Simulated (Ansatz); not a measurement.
# C4H8GaN, SMILES C=[CH][GaH2-][N+]#CC: a single point in a Gaussian basis

Program: Ansatz 0.2.0, Python API.

Contents of `c4h8gan.xyz`:
```text
14

C     2.56380    0.86860    0.09240
C     2.31270   -0.41280   -0.17110
Ga    0.76520   -1.33880    0.64350
N    -0.80860   -0.46270    0.14870
C    -1.78160    0.08250   -0.15850
C    -3.01160    0.77220   -0.54700
H     3.41640    1.36060   -0.36410
H     1.92290    1.43360    0.76180
H     2.95980   -0.96650   -0.84340
H     0.71780   -2.86290    0.12680
H     0.91060   -1.31350    2.24670
H    -3.76610    0.66510    0.25920
H    -2.79600    1.84800   -0.71130
H    -3.40530    0.32660   -1.48360
```

The script, `energy_c4h8gan.py`:
```python
"""Single point of C4H8GaN."""

import warnings

import ansatz as az
import numpy as np
import pandas as pd


def main() -> None:
    warnings.simplefilter("ignore", az.DeckWarning)

    mol = az.Crystal.molecule_from_extxyz("c4h8gan.xyz")

    setup = (
        mol.calculation()
        .basis(gaussian="6-31G*")
        .functional("cam_b3lyp")  # level of theory
        .forces()
    )
    print(setup.to_yaml())
    done = setup.run(threads=1)
    summary = done.report

    for key in ("converged", "free_energy_ev", "reference_energy_ev", "n_frozen", "n_occupied", "n_virtual"):
        print(f"{key:22s} {summary[key]}")

    symbols = [site.symbol for site in mol.cartesian_sites]
    print("forces (eV/A)")
    for symbol, f in zip(symbols, summary["forces_ev_ang"]):
        print(f"  {symbol:2s} {f[0]:9.4f} {f[1]:9.4f} {f[2]:9.4f}")

    charges = summary["charge_distribution"]
    table = pd.DataFrame({"atom": symbols, "mulliken": charges["mulliken_charges_e"], "lowdin": charges["lowdin_charges_e"]})
    print(table.round(3).to_string())
    print("dipole (e A):", np.round(charges["dipole_moment_e_ang"], 4) + 0.0)


if __name__ == "__main__":
    main()
```

`python energy_c4h8gan.py` gives:
```text
crystal:
  periodic: [false, false, false]
  atoms:
    - { symbol: C, position_ang: [2.5638, 0.8686, 0.0924] }
    - { symbol: C, position_ang: [2.3127, -0.4128, -0.1711] }
    - { symbol: Ga, position_ang: [0.7652, -1.3388, 0.6435] }
    - { symbol: "N", position_ang: [-0.8086, -0.4627, 0.1487] }
    - { symbol: C, position_ang: [-1.7816, 0.0825, -0.1585] }
    - { symbol: C, position_ang: [-3.0116, 0.7722, -0.547] }
    - { symbol: H, position_ang: [3.4164, 1.3606, -0.3641] }
    - { symbol: H, position_ang: [1.9229, 1.4336, 0.7618] }
    - { symbol: H, position_ang: [2.9598, -0.9665, -0.8434] }
    - { symbol: H, position_ang: [0.7178, -2.8629, 0.1268] }
    - { symbol: H, position_ang: [0.9106, -1.3135, 2.2467] }
    - { symbol: H, position_ang: [-3.7661, 0.6651, 0.2592] }
    - { symbol: H, position_ang: [-2.796, 1.848, -0.7113] }
    - { symbol: H, position_ang: [-3.4053, 0.3266, -1.4836] }
basis:
  gaussian:
    orbitals: "6-31G*"
hamiltonian:
  xc: cam_b3lyp
output:
  forces: true

converged              True
free_energy_ev         -58136.84555060788
reference_energy_ev    -58136.84555060788
n_frozen               0
n_occupied             [35, 35]
n_virtual              [91, 91]
forces (eV/A)
  C     0.2635   -0.4715   -0.4196
  C    -0.8624    0.2595    0.1561
  Ga    3.1589   -2.2103    1.1837
  N    -3.0274    1.6487   -0.9207
  C     0.6916   -0.3756    0.2070
  C    -0.1326    0.0756   -0.0421
  H     0.1021    0.4232    0.1459
  H     0.1089    0.2504    0.0430
  H     0.2104    0.0494   -0.1266
  H    -0.4563    0.3511   -0.0775
  H    -0.5007    0.2486   -0.2887
  H     0.3744    0.0608   -0.4144
  H    -0.1207   -0.5448    0.0790
  H     0.1904    0.2349    0.4749
   atom  mulliken  lowdin
0     C    -0.325  -0.240
1     C    -0.138  -0.132
2    Ga    -0.190  -0.541
3     N    -0.275   0.287
4     C     0.408   0.039
5     C    -0.510  -0.281
6     H     0.118   0.109
7     H     0.127   0.135
8     H     0.123   0.136
9     H    -0.033  -0.025
10    H    -0.026  -0.020
11    H     0.240   0.178
12    H     0.241   0.178
13    H     0.240   0.178
dipole (e A): [-1.6252  0.9036 -0.5657]
```

What to keep in mind:
- Total energies depend on the basis set; only differences at equal settings carry meaning.
- The geometry is a force-field or estimated start, not a minimum of this method, and the basis set is short of its limit.
- The Löwdin charges here are taken after orthogonalising the functions within each atom; they differ from plain Löwdin charges, and their signs can be unphysical.
- Wall time of the script: 14 s on 1 thread of AMD EPYC 7R43 64-Core Processor (Zen 3), with other jobs on the host, peak memory 0.47 GiB.

(A comment or docstring line of the script was reworded after the run, the code is as it ran; lines on the test bed's own set-up are left out of the output.)
